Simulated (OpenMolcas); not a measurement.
# Re²⁺ among point charges: CASSCF levels and susceptibility

Aim: the splitting of the states of Re²⁺ in the field of 2 point charges, its lowest levels with spin-orbit coupling and its magnetic susceptibility.

Program: OpenMolcas 26.06. Level of theory: state-averaged CASSCF, spin-orbit coupling by RASSI with atomic mean-field integrals. These are calculated values, not measurements, unless marked.

1 further run of the same task is left out (it didn't finish).

## Step 1: The atom as given

```
Species                           : Re²⁺ (rhenium, Z = 75, 73 electrons)
Basis                             : ANO-RCC-VDZP [7s6p4d2f1g], 68 functions
Scalar Hamiltonian                : DKH2, point nucleus
Inactive shells                   : 1s 2s 2p 3s 3p 3d 4s 4p 4d 4f 5s 5p
Active space                      : 5 electrons in 5 orbitals (5d)
Some configurations of this space : 5d⁵
Orbitals                          : optimised for each spin and parity, averaged over all roots
```

Outer shells as boxes (Hund's rule):

5d5
```
5d [↑ ][↑ ][↑ ][↑ ][↑ ]
```

The ion sits among 2 point charges of -2 e arranged as a linear pair (D∞h), 1.82 Å from the ion. The active orbitals were held to one l.

The work runs as a chain of OpenMolcas steps in one folder; each step below is one input file. Labels, J, g values, rates, χT and fits are worked out afterwards by a script from the matrices that RASSI stores. The input lists half of the charges; inversion (Group=XYZ) makes the rest.

## Step 2: One- and two-electron integrals

File a.inp:

```
&GATEWAY
Coord
1

Re 0.0 0.0 0.0
Basis=ANO-RCC-VDZP
Group=XYZ
NoMove
AngMom=0.0 0.0 0.0
AMFI
XField
1 Angstrom 0
0.000000 0.000000 1.820000 -2.000000
&SEWARD
```

Started as:

```bash
$ OMP_NUM_THREADS=1 MOLCAS_MEM=1689 MOLCAS_PROJECT=a pymolcas a.inp > a.log
```

## Step 3: CASSCF: sextets of even parity, 1 root

File a.inp:

```
&RASSCF
FileOrb=start.orb
Symmetry=1
Spin=6
nActEl=5 0 0
Inactive=15 19
Ras2=5 0
CIRoot=1 1 1
SDav=1
CIMx=300
Iter=120 100
PrWF=0.3
OrbListing=Nothing
MaxOrb=0
SupSym
1
20 4 5 6 7 8 10 11 12 13 14 16 17 18 19 20 23 24 25 26 27
0
>>> COPY $Project.JobIph JOB001
```

start.orb holds the contracted functions of the basis, ordered by shell, or the orbitals of the step before.

## Step 4: CASSCF: quartets of even parity, 24 roots

File a.inp:

```
&RASSCF
FileOrb=start.orb
Symmetry=1
Spin=4
nActEl=5 0 0
Inactive=15 19
Ras2=5 0
CIRoot=24 24 1
SDav=24
CIMx=300
Iter=120 100
PrWF=0.3
OrbListing=Nothing
MaxOrb=0
SupSym
1
20 4 5 6 7 8 10 11 12 13 14 16 17 18 19 20 23 24 25 26 27
0
>>> COPY $Project.JobIph JOB002
```

## Step 5: Reference wave functions, doublets of even parity, 75 roots

File a.inp:

```
&RASSCF
FileOrb=start.orb
Symmetry=1
Spin=2
nActEl=5 0 0
Inactive=15 19
Ras2=5 0
CIRoot=75 75 1
SDav=75
CIMx=300
Iter=120 100
PrWF=0.3
OrbListing=Nothing
MaxOrb=0
SupSym
1
20 4 5 6 7 8 10 11 12 13 14 16 17 18 19 20 23 24 25 26 27
0
>>> COPY $Project.JobIph JOB003
```

## Step 6: State interaction with spin-orbit coupling

File a.inp:

```
&RASSI
NrOfJobIphs=3 1 24 75
1
1 2 3 4 5 6 7 8 9 10 11 12 13 14 15 16 17 18 19 20 21 22 23 24
1 2 3 4 5 6 7 8 9 10 11 12 13 14 15 16 17 18 19 20 21 22 23 24 25 26 27
28 29 30 31 32 33 34 35 36 37 38 39 40 41 42 43 44 45 46 47 48 49 50 51
52 53 54 55 56 57 58 59 60 61 62 63 64 65 66 67 68 69 70 71 72 73 74 75
IphNames
JOB001
JOB002
JOB003
EJob
SpinOrbit
DIPRint=1.0
SOCoupling=1000.0
Subsets=2
Property=9
'ANGMOM' 1 'ANGMOM' 2 'ANGMOM' 3 'MLTPL  1' 1 'MLTPL  1' 2 'MLTPL  1' 3
'AMFI' 1 'AMFI' 2 'AMFI' 3
SOProperty=3
'ANGMOM' 1 'ANGMOM' 2 'ANGMOM' 3
```

What does the calculation give? Wanted: spin-free ground state; first state of the same spin within the active space; lowest level; next level.

As calculated:

```
                                            quantity                               value
                                              method                              CASSCF
                              spin-free ground state  4Delta, 2-fold in its orbital part
first state of the same spin within the active space                   4Pi at 19800 cm⁻¹
                                        lowest level        2-fold, g = 0.00, 0.00, 9.96
                                          next level                          293.1 cm⁻¹
                                         χT at 300 K                      3.21 cm³ K/mol
                           effective moment at 300 K                             5.07 μB
```

In words: The spin-free ground state (4Delta) comes to 44 % from free-ion F terms and has less than the highest spin computed. χT at 300 K is 3.21, against 1.88 cm³ K/mol for the spin alone, so orbital moment adds to it. The field of point charges can differ much from that of real complexes. With metal d orbitals alone active, the gaps between spin states are rough; where two lie within a few thousand cm-1, their order is open. Point charges carry no covalency, so the field is a model and not that of real ligands.
